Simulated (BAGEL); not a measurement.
# HF/6-31G(d) (density fitting with cc-pvqz-jkfit, spherical functions) run of CH6BNO2 (SMILES OBNCO)

Aim: the energy change on altering one bond length of CH6BNO2 at HF/6-31G* (density fitting with cc-pvqz-jkfit, spherical functions), from 2 runs. 

Program for the calculation: BAGEL 1.2.2.

1 further run of the same task is left out (set aside as unsound or not needed).

**1. Starting point**

CH6BNO2 has 11 atoms, charge 0, and is taken as a singlet. As SMILES, `OBNCO`. The shape is that of a PBE0-D4/def2-TZVP optimisation. This is a higher conformer, about 10 kJ/mol above the lowest found by a separate search.

Bond lengths: O1–B2 1.362 Å, B2–N3 1.416 Å, N3–C4 1.423 Å, C4–O5 1.424 Å, O1–H6 0.965 Å, B2–H7 1.197 Å, N3–H8 1.004 Å, C4–H9 1.100 Å, C4–H10 1.096 Å, O5–H11 0.962 Å. Some angles: O1–B2–N3 121.8°, B2–N3–C4 124.5°, N3–C4–O5 109.1°, O1–B2–H7 118.8°, N3–B2–H7 119.3°, B2–O1–H6 111.4°, B2–N3–H8 119.6°, C4–N3–H8 115.8°, N3–C4–H9 110.6°, N3–C4–H10 109.5°.

**2. The energy at HF/6-31G(d) (density fitting with cc-pvqz-jkfit, spherical functions)**

calc.json

```json
{ "bagel": [

{
  "title": "molecule",
  "basis": "6-31gs.json",
  "df_basis": "cc-pvqz-jkfit",
  "angstrom": true,
  "geometry": [
    { "atom": "O", "xyz": [      -0.365300,       1.867300,       0.524000 ] },
    { "atom": "B", "xyz": [      -0.151000,       0.776300,       1.310700 ] },
    { "atom": "N", "xyz": [       0.041300,      -0.514500,       0.761600 ] },
    { "atom": "C", "xyz": [      -0.074500,      -0.827100,      -0.621300 ] },
    { "atom": "O", "xyz": [       0.833500,      -0.016400,      -1.360600 ] },
    { "atom": "H", "xyz": [      -0.145900,       1.684700,      -0.397300 ] },
    { "atom": "H", "xyz": [      -0.135500,       0.915900,       2.499600 ] },
    { "atom": "H", "xyz": [       0.344000,      -1.265700,       1.354800 ] },
    { "atom": "H", "xyz": [      -1.095800,      -0.629000,      -0.978300 ] },
    { "atom": "H", "xyz": [       0.142100,      -1.890000,      -0.774600 ] },
    { "atom": "H", "xyz": [       0.672700,      -0.158500,      -2.298200 ] }
  ]
},

{ "title": "hf" },

{ "title": "print", "file": "orbitals.molden", "orbitals": true }

]}
```

The basis set 6-31G* is read from a file made from the Basis Set Exchange's data (not shown).

Launch:

```bash
$ BAGEL_NUM_THREADS=1 BAGEL calc.json > calc.out
```

The program printed:

```text
* using 1 threads per process

  ===============================================================
  ===============================================================

  *** Geometry ***

  { "atom" : "O", "xyz" : [     -0.690317,      3.528686,      0.990216 ] },
  { "atom" : "B", "xyz" : [     -0.285349,      1.466994,      2.476864 ] },
  { "atom" : "N", "xyz" : [      0.078046,     -0.972264,      1.439215 ] },
  { "atom" : "C", "xyz" : [     -0.140785,     -1.562992,     -1.174087 ] },
  { "atom" : "O", "xyz" : [      1.575087,     -0.030992,     -2.571161 ] },
  { "atom" : "H", "xyz" : [     -0.275711,      3.183622,     -0.750788 ] },
  { "atom" : "H", "xyz" : [     -0.256058,      1.730800,      4.723559 ] },
  { "atom" : "H", "xyz" : [      0.650066,     -2.391826,      2.560201 ] },
  { "atom" : "H", "xyz" : [     -2.070762,     -1.188638,     -1.848719 ] },
  { "atom" : "H", "xyz" : [      0.268530,     -3.571582,     -1.463782 ] },
  { "atom" : "H", "xyz" : [      1.271219,     -0.299522,     -4.342969 ] },

  Number of auxiliary basis functions:      836

  Since a DF basis is specified, we compute 2- and 3-index integrals:
    o Being stored without compression. Storage requirement is 0.045 GB

  Number of basis functions:       82
  Number of electrons      :       40

    * METHOD: MOLECULE                             0.88

  *** RHF ***

  === Nuclear Repulsion ===
   177.5148725843

      * DIIS with orbital gradients will be used.

  === RHF iteration (6-31gs.json) ===
      0       -269.97345484          0.02501789           0.17
      1       -270.19797684          0.01390417           0.16
      2       -270.28384797          0.00181164           0.16
      3       -270.28570069          0.00048379           0.16
      4       -270.28581095          0.00011535           0.16
      5       -270.28581995          0.00002895           0.16
      6       -270.28582070          0.00000956           0.17
      7       -270.28582080          0.00000214           0.16
      8       -270.28582081          0.00000098           0.16
      9       -270.28582081          0.00000030           0.16
     10       -270.28582081          0.00000010           0.16
     11       -270.28582081          0.00000004           0.16
     12       -270.28582081          0.00000001           0.16
     13       -270.28582081          0.00000000           0.17
    * SCF iteration converged.

    * Permanent dipole moment:
           (    0.148156,     1.306995,     0.966193) a.u.

    * METHOD: HF                                   2.61

    * METHOD: PRINT                                0.02

  ===============================================================
```

Wall time 3.9 s (1 thread of Arm Neoverse V1, shared host); peak memory 0.17 GiB.

**3. The distorted shape**

input.json

```json
{ "bagel" : [

{
  "title" : "molecule",
  "basis" : "6-31gs.json",
  "df_basis" : "cc-pvqz-jkfit",
  "angstrom" : true,
  "geometry" : [
    { "atom" : "O", "xyz" : [   -0.307397,    2.023607,    1.215481 ] },
    { "atom" : "B", "xyz" : [   -0.093097,    0.932607,    2.002181 ] },
    { "atom" : "N", "xyz" : [    0.099203,   -0.358193,    1.453081 ] },
    { "atom" : "C", "xyz" : [   -0.074500,   -0.827100,   -0.621300 ] },
    { "atom" : "O", "xyz" : [    0.833500,   -0.016400,   -1.360600 ] },
    { "atom" : "H", "xyz" : [   -0.087997,    1.841007,    0.294181 ] },
    { "atom" : "H", "xyz" : [   -0.077597,    1.072207,    3.191081 ] },
    { "atom" : "H", "xyz" : [    0.401903,   -1.109393,    2.046281 ] },
    { "atom" : "H", "xyz" : [   -1.095800,   -0.629000,   -0.978300 ] },
    { "atom" : "H", "xyz" : [    0.142100,   -1.890000,   -0.774600 ] },
    { "atom" : "H", "xyz" : [    0.672700,   -0.158500,   -2.298200 ] }
  ]
},
{
  "title" : "hf"
},
{
  "title" : "print",
  "file" : "orbitals.molden",
  "orbitals" : true
}

]}
```

The basis set 6-31G* is read from a file made from the Basis Set Exchange's data (not shown).

Launch:

```bash
$ BAGEL_NUM_THREADS=1 BAGEL input.json > input.out
```

The program printed:

```text
* using 1 threads per process

  ===============================================================
  ===============================================================

  *** Geometry ***

  { "atom" : "O", "xyz" : [     -0.580896,      3.824063,      2.296926 ] },
  { "atom" : "B", "xyz" : [     -0.175928,      1.762372,      3.783574 ] },
  { "atom" : "N", "xyz" : [      0.187467,     -0.676887,      2.745925 ] },
  { "atom" : "C", "xyz" : [     -0.140785,     -1.562992,     -1.174087 ] },
  { "atom" : "O", "xyz" : [      1.575087,     -0.030992,     -2.571161 ] },
  { "atom" : "H", "xyz" : [     -0.166290,      3.478999,      0.555922 ] },
  { "atom" : "H", "xyz" : [     -0.146637,      2.026178,      6.030269 ] },
  { "atom" : "H", "xyz" : [      0.759487,     -2.096449,      3.866911 ] },
  { "atom" : "H", "xyz" : [     -2.070762,     -1.188638,     -1.848719 ] },
  { "atom" : "H", "xyz" : [      0.268530,     -3.571582,     -1.463782 ] },
  { "atom" : "H", "xyz" : [      1.271219,     -0.299522,     -4.342969 ] },

  Number of auxiliary basis functions:      836

  Since a DF basis is specified, we compute 2- and 3-index integrals:
    o Being stored without compression. Storage requirement is 0.045 GB

  Number of basis functions:       82
  Number of electrons      :       40

    * METHOD: MOLECULE                             0.86

  *** RHF ***

  === Nuclear Repulsion ===
   160.5279997828

      * DIIS with orbital gradients will be used.

  === RHF iteration (6-31gs.json) ===
      0       -269.75979264          0.02770067           0.16
      1       -269.99161020          0.01871265           0.16
      2       -270.14869599          0.00237925           0.16
      3       -270.15201700          0.00124396           0.16
      4       -270.15280875          0.00023396           0.16
      5       -270.15287369          0.00010104           0.16
      6       -270.15288683          0.00004594           0.16
      7       -270.15289035          0.00001226           0.16
      8       -270.15289054          0.00000571           0.16
      9       -270.15289057          0.00000283           0.16
     10       -270.15289058          0.00000115           0.16
     11       -270.15289058          0.00000040           0.16
     12       -270.15289058          0.00000017           0.16
     13       -270.15289058          0.00000007           0.16
     14       -270.15289058          0.00000003           0.16
     15       -270.15289058          0.00000002           0.16
     16       -270.15289058          0.00000001           0.16
    * SCF iteration converged.

    * Permanent dipole moment:
           (    0.198795,     1.459504,     1.642546) a.u.

    * METHOD: HF                                   3.03

    * METHOD: PRINT                                0.02

  ===============================================================
```

Run time: 4.2 s. Hardware: 1 thread of Arm Neoverse V1, shared host; peak memory 0.17 GiB.

**4. Results**

Level: HF/6-31G* (density fitting with cc-pvqz-jkfit, spherical functions).

```
                                                         quantity          value
                                        first shape: total energy  -270.28582 Eh
                                       first shape: dipole moment         4.15 D
                                         first shape: HOMO energy      -10.92 eV
                                         first shape: LUMO energy        5.25 eV
                                       first shape: HOMO–LUMO gap       16.18 eV
                                    distorted shape: total energy  -270.15289 Eh
                                   distorted shape: dipole moment         5.61 D
                                     distorted shape: HOMO energy      -10.47 eV
                                     distorted shape: LUMO energy        2.75 eV
                                   distorted shape: HOMO–LUMO gap       13.22 eV
energy change with the N3–C4 bond stretched from 1.423 to 2.134 Å       3.617 eV
```

In words: With the N3–C4 bond stretched from 1.423 to 2.134 Å the energy rises by 3.62 eV (83 kcal/mol). The first shape isn't relaxed at this level, so the change isn't measured from a minimum.
